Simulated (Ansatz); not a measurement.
**Si: response to strain**

Aim: deform Si (equal xx and yy strain of +3 %) and compute stress, forces and field gradients with LAPW, PAW and all-electron datasets made for the crystal.

Computed with Ansatz 0.2.0 (DFT LDA, scalar-relativistic, unless a step's input says otherwise).

## 1. The starting structure

The structure is orthorhombic, space group Imma (No. 74). The conventional cell has a = 4.502 Å, b = 4.737 Å, c = 2.550 Å, α = 90.00°, β = 90.00°, γ = 90.00°. Si (site symmetry mm2) is surrounded by 8 Si at 2.39 to 2.74 Å.

As a file:

```cif
data_structure
_symmetry_space_group_name_H-M 'P 1'
_symmetry_Int_Tables_number 1
_cell_length_a 3.5075
_cell_length_b 3.5075
_cell_length_c 3.5075
_cell_angle_alpha 100.152
_cell_angle_beta 95.050
_cell_angle_gamma 137.368
_cell_volume 27.19
loop_
_atom_site_label
_atom_site_type_symbol
_atom_site_fract_x
_atom_site_fract_y
_atom_site_fract_z
_atom_site_occupancy
Si1 Si 0.80700 0.55700 0.25000 1
Si2 Si 0.19300 0.44300 0.75000 1
```

Atoms are numbered in the order of the input: Si1, Si2.

## 2. The deformed structure

Space group Imma before, Imma after.

## 3. All-electron LAPW

Input file input.yaml:

```yaml
crystal:
  lattice:
    - [-2.31853, 2.439555, 1.275]
    - [2.31853, -2.439555, 1.275]
    - [2.31853, 2.439555, -1.275]
  atoms:
    - { symbol: Si, position: [0.807, 0.557, 0.25] }
    - { symbol: Si, position: [0.193, 0.443, 0.75] }
kpoints:
  mp_grid: { grid: [16, 16, 16] }
  band_path:
    path:
      - [0.0, 0.0, 0.0]
      - [0.5, -0.5, 0.5]
      - [0.4758105458, -0.4758105458, 0.5241894542]
      - [-0.4758105458, 0.4758105458, 0.4758105458]
      - [0.0, 0.0, 0.0]
      - [0.3182871756, 0.3182871756, -0.3182871756]
      - [0.6817128244, -0.3182871756, 0.3182871756]
      - [0.5, -0.5, 0.5]
      - [0.0, 0.0, 0.0]
    npoints: 5
scf:
  occupations: { method: fermi_dirac, width: 0.05 }
hamiltonian:
  xc: lda
  pseudopotentials: { kind: all_electron, lapw: { basis_error: 0.0005 } }
output:
  forces: true
  stress: true
  eigenvalues: true
```

Run with:

```sh
ansatz run input.yaml --threads 1 --pin off --max-ram 3072MiB --backend cpu --events-out ev --progress --plain --runs-dir out
```

Output, cut to the lines that bear on the results:

```text
LAPW: plane waves up to 7.485 Å⁻¹, error target 5.0e-4 eV per atom; small_component_spin mean_spin; Si in spheres of 1.228 Å, 12 of its electrons in bands, Dirac shells []
[...]
Pseudopotentials: kind: all_electron
Pseudopotential: Si, LAPW, valence charge 12, Koelling and Harmon's equation, gaussian nucleus
Functional definition: SPW92
[...]
Crystal: 2 atoms, lattice volume = 28.847 Å³
Basis set: ecut = 213.43781911032963 eV, 203 PW (Γ), FFT grids on a1+a2, a2, a3, exchange–correlation at level 2
Bands: 16, of which v1, the nominal top of the filled ones, is band 12 counted from 1 (11 counted from 0)
Symmetry: 8 space group operations
Space group: Imma (ITA 74), of the structure as read, at distance tolerance 3.1e-5 Å
k-points: 621 of 4096
[...]
SCF iter   1: F=—  HF=-15729.951186 eV  |F-HF|=—  |Δ(HF+E_count)|=         —  Δρ=2.17e-2  dr2=7.45e-2  ethr=3.11e-4  ⟨swp⟩=2.9  Hψ=71247  notcnv=0
[...]
the basis was enlarged: its passes take 46.8 KiB over the memory plan, 1 of 1 planned eigensolver slots
[...]
SCF iter   6: F=-15729.928564 eV  HF=-15729.928564 eV  |F-HF|=6.91e-11  |Δ(HF+E_count)|=   4.81e-8  Δρ=1.41e-6  dr2=3.98e-10  ethr=4.30e-10  ⟨swp⟩=2.0  Hψ=26198  notcnv=0
[...]
NSCF: frozen V_eff on 41 k-points
SCF converged after 6 iterations
Free energy (F): -15729.928564 eV
[...]
E sigma→0 (E₀):  -15729.925481 eV
Entropy (-TS):   -0.006166 eV (-3.083 meV/atom)
Fermi energy:    11.965416 eV
[...]
--- Forces (eV/Å), atoms counted from 1 ---
  atom   1  Si     0.00000000     0.00000000     0.05489063
  atom   2  Si     0.00000000     0.00000000    -0.05489063
[...]
--- Stress (GPa, compression-positive) ---
        2.038043       0.000000       0.000000
        0.000000       0.795067       0.000000
        0.000000       0.000000       3.752863
  P = ⅓ Tr σ = 2.1953 GPa (21.953 kbar)
--- Band table (eV; the first three rows and the last of 621) ---
  k-point 0: bands = ["-121.4193", "-121.4155", "-78.2842", "-78.2741", "-78.2732", "-78.2726", "-78.2515", "-78.2351", "-2.2559", "8.9481", "9.4702", "9.6061", "13.2644", "19.5931", "20.1434", "21.6762"]
[...]
```

Run time: 25 s. Hardware: 1 thread of Intel Xeon 6975P-C (Granite Rapids), shared host; peak memory 0.72 GiB.

This run gives: pressure 2.20 GPa; no gap; largest force 0.055 eV/Å.

## 4. PAW with frozen cores

Input file input.yaml:

```yaml
crystal:
  lattice:
    - [-2.31853, 2.439555, 1.275]
    - [2.31853, -2.439555, 1.275]
    - [2.31853, 2.439555, -1.275]
  atoms:
    - { symbol: Si, position: [0.807, 0.557, 0.25] }
    - { symbol: Si, position: [0.193, 0.443, 0.75] }
kpoints:
  mp_grid: { grid: [16, 16, 16] }
scf:
  occupations: { method: fermi_dirac, width: 0.05 }
hamiltonian:
  xc: lda
  pseudopotentials: { kind: paw }
output:
  forces: true
  stress: true
  eigenvalues: true
  efg: { contact_densities: true }
```

Run with:

```sh
ansatz run input.yaml --threads 1 --pin off --max-ram 3072MiB --backend cpu --events-out ev --progress --plain --runs-dir out
```

Output, cut to the lines that bear on the results:

```text
[...]
Pseudopotentials: kind: paw
Pseudopotential: Si, paw, valence charge 4, recommended cutoff 420 eV (normal)
[... 1 set-up line as earlier in the session ...]
[...]
Crystal: 2 atoms, lattice volume = 28.847 Å³
Basis set: ecut = 420 eV, 543 PW (Γ)
Bands: 8, of which v1, the nominal top of the filled ones, is band 4 counted from 1 (3 counted from 0)
[... 2 set-up lines as earlier in the session ...]
k-points: 621 of 4096
[...]
SCF iter   1: F=—  HF=-1216.863239 eV  |F-HF|=—  |Δ(HF+E_count)|=         —  Δρ=5.13e-3  dr2=6.66e-3  ethr=1.77e-3  ⟨swp⟩=5.1  Hψ=40622  notcnv=0
[...]
SCF iter   6: F=-1216.859990 eV  HF=-1216.859990 eV  |F-HF|=2.73e-12  |Δ(HF+E_count)|=   1.20e-9  Δρ=3.58e-7  dr2=1.37e-11  ethr=2.77e-11  ⟨swp⟩=1.2  Hψ=15566  notcnv=0
[...]
SCF converged after 6 iterations
Free energy (F): -1216.859990 eV
[...]
Entropy (-TS):   -0.006168 eV (-3.084 meV/atom)
Fermi energy:    10.242686 eV
[...]
--- Forces (eV/Å), atoms counted from 1 ---
  atom   1  Si     0.00000000     0.00000000     0.05446831
  atom   2  Si     0.00000000     0.00000000    -0.05446831
[...]
--- Stress (GPa, compression-positive) ---
        2.042168       0.000000       0.000000
        0.000000       0.825045       0.000000
        0.000000       0.000000       3.755720
  P = ⅓ Tr σ = 2.2076 GPa (22.076 kbar)
--- PAW observables at the nuclei: V_zz in 10²¹ V/m², potentials from the cell's mean, atoms counted from 1 ---
  atom   1  Si V_zz =    -2.166971   η = 0.0146   by run symmetry: allowed
            electrostatic potential = -1362.748610 V   contact ρ = 12696.081720 e/Å³
  atom   2  Si V_zz =    -2.166971   η = 0.0146   by run symmetry: allowed
            electrostatic potential = -1362.748610 V   contact ρ = 12696.081720 e/Å³
--- Band table (eV; the first three rows and the last of 621) ---
  k-point 0: bands = ["-3.9784", "7.2264", "7.7494", "7.8834", "11.5377", "17.8670", "18.4196", "19.9533"]
[...]
```

Wall time 4.2 s (1 thread of Intel Xeon 6975P-C (Granite Rapids), shared host); peak memory 0.46 GiB.

Read from it: pressure 2.21 GPa; no gap; largest force 0.054 eV/Å; Vzz Si1 -2.17 (η = 0.01) (10²¹ V/m²).

## 5. Datasets made for this crystal

Edit input.yaml of step 4 so:

```diff
@@ -14,3 +14,3 @@
   xc: lda
-  pseudopotentials: { kind: paw }
+  pseudopotentials: { kind: all_electron, datasets: crystal }
 output:
```

Run with:

```sh
ansatz run input.yaml --threads 1 --pin off --max-ram 3072MiB --backend cpu --events-out ev --progress --plain --runs-dir out
```

Output, cut to the lines that bear on the results:

```text
[...]
[... 1 set-up line as earlier in the session ...]
Pseudopotential: Si, paw, valence charge 4, recommended cutoff 200 eV (normal), Koelling and Harmon's equation, gaussian nucleus
[... 1 set-up line as earlier in the session ...]
[...]
Crystal: 2 atoms, lattice volume = 28.847 Å³
Basis set: ecut = 200 eV, 179 PW (Γ)
Bands: 8, of which v1, the nominal top of the filled ones, is band 4 counted from 1 (3 counted from 0)
[... 2 set-up lines as earlier in the session ...]
k-points: 621 of 4096
[...]
SCF iter   1: F=—  HF=-15729.880222 eV  |F-HF|=—  |Δ(HF+E_count)|=         —  Δρ=2.54e-2  dr2=1.01e-1  ethr=1.18e-3  ⟨swp⟩=4.1  Hψ=35473  notcnv=0
[...]
SCF iter   6: F=-15729.928825 eV  HF=-15729.928825 eV  |F-HF|=1.65e-9  |Δ(HF+E_count)|=   3.96e-8  Δρ=2.35e-6  dr2=1.75e-9  ethr=1.96e-10  ⟨swp⟩=3.5  Hψ=10575  notcnv=0  defer=1
[...]
--- Forces (eV/Å), atoms counted from 1 ---
  atom   1  Si     0.00000000     0.00000000     0.05483134
  atom   2  Si     0.00000000     0.00000000    -0.05483134
[...]
--- Stress (GPa, compression-positive) ---
        2.034955       0.000000       0.000000
        0.000000       0.792596       0.000000
        0.000000       0.000000       3.750413
  P = ⅓ Tr σ = 2.1927 GPa (21.927 kbar)
--- PAW observables at the nuclei: V_zz in 10²¹ V/m², potentials from the cell's mean, atoms counted from 1 ---
  atom   1  Si V_zz =    -2.160751   η = 0.0204   by run symmetry: allowed
            electrostatic potential = -1359.564942 V   contact ρ = 12704.890456 e/Å³
  atom   2  Si V_zz =    -2.160751   η = 0.0204   by run symmetry: allowed
            electrostatic potential = -1359.564942 V   contact ρ = 12704.890456 e/Å³
--- Band table (eV; the first three rows and the last of 621) ---
  k-point 0: bands = ["-2.2559", "8.9481", "9.4702", "9.6061", "13.2643", "19.5932", "20.1434"]
[...]
```

It took 9.2 s on 1 thread of Intel Xeon 6975P-C (Granite Rapids), shared host; peak memory 0.49 GiB.

In short: pressure 2.19 GPa; no gap; largest force 0.055 eV/Å; Vzz Si1 -2.16 (η = 0.02) (10²¹ V/m²).

## 6. Side by side

Stress (GPa, compression positive):

```csv
method,xx,yy,zz,yz,xz,xy
LAPW,2.04,0.80,3.75,0.00,0.00,0.00
PAW,2.04,0.83,3.76,0.00,0.00,0.00
crystal datasets,2.03,0.79,3.75,0.00,0.00,0.00
```

Forces (eV/Å):

```csv
atom,LAPW x,LAPW y,LAPW z,PAW x,PAW y,PAW z,crystal datasets x,crystal datasets y,crystal datasets z
Si1,0.000,0.000,0.055,0.000,0.000,0.054,0.000,0.000,0.055
Si2,0.000,0.000,-0.055,0.000,0.000,-0.054,0.000,0.000,-0.055
```

```
          method  pressure (GPa)  largest force (eV/Å)  Vzz Si1 (10²¹ V/m²)  SCF cycles, all passes
            LAPW            2.20                 0.055                    –                       6
             PAW            2.21                 0.054                -2.17                       6
crystal datasets            2.19                 0.055                -2.16                       6
```

## 7. Outcome

| quantity | value |
| --- | --- |
| pressure | LAPW 2.20, PAW 2.21, crystal datasets 2.19 GPa |
| largest shear or deviatoric stress (LAPW) | 1.56 GPa |

What this shows: The largest part of the stress beyond the pressure is 1.56 GPa in size, in the zz component; the atoms are carried along and not relaxed. No run of the undeformed cell stands beside it, so the pressure holds what the given cell had before the change. PAW: stress within 0.03 GPa of LAPW, forces within 1 meV/Å. Crystal datasets: stress within 0.01 GPa of LAPW, forces within 1 meV/Å.
